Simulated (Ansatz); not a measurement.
The system is CrN2.

```
Cr N
1.0
     3.90179    0.00000    0.00000
     0.00000    4.80951    0.00000
     0.00000    0.00000    2.78417
Cr N
2 4
Direct
  0.00000 0.00000 0.00000
  0.50000 0.50000 0.50000
  0.86617 0.58878 0.00000
  0.13383 0.41123 0.00000
  0.36617 0.91122 0.50000
  0.63383 0.08878 0.50000
```

The cell comes from a database or a generator and needn't be the stable form of this composition.

- Program: Ansatz 0.2.0
- Task: relaxation of cell and atoms
- Functional: PBEsol
- Potentials or basis: Ansatz PAW
- Cutoff: 420 eV (not typed: the program's choice for these potentials)
- k mesh: 7 × 6 × 10
- Occupations: fermi-dirac, width 0.05 eV
- Spin: collinear spin, ferromagnetic start
- Starting moments: [3.0, 3.0, 0.0, 0.0, 0.0, 0.0] μB

At the start: volume 8.71 Å³/atom.

**Question.** How do energy, volume and symmetry change on relaxing?

**Answer.** It ends after 8 steps and the volume is 8.35 Å³/atom (-4.1 %); space group Pnnm (No. 58, to 0.05 Å); moment 4.18 μB per cell.

Step by step:
```
step  energy change (eV)  largest force (eV/Å)  volume (Å³)
   1              0.0000                0.0642        52.25
   2             -0.0649                0.1361        50.90
   3             -0.0786                0.1025        50.10
   4             -0.0786                0.0590        50.14
   5             -0.0787                0.0022        50.15
   6             -0.0700                0.0018        50.15
   7             -0.0703                0.0003        50.10
   8             -0.0701                0.0003        50.10
```

Final structure:
```
Cr N
1.0
     3.85438    0.00000    0.00000
     0.00000    4.74367    0.00000
     0.00000    0.00000    2.74000
Cr N
2 4
Direct
  0.00000 0.00000 0.00000
  0.50000 0.50000 0.50000
  0.86457 0.58961 0.00000
  0.13543 0.41039 0.00000
  0.36457 0.91039 0.50000
  0.63543 0.08961 0.50000
```

Caveat: the plane-wave basis is chosen anew once the cell has moved, so the energies of steps on either side of that aren't comparable; the pressure holds a Pulay correction of +0.8 GPa for the finite cutoff; only a ferromagnetic start was run, and an antiferromagnetic order may lie lower in energy; the PAW data sets come from PBE, with cores solved anew for the run's functional, which leaves a small shift of forces and pressure.
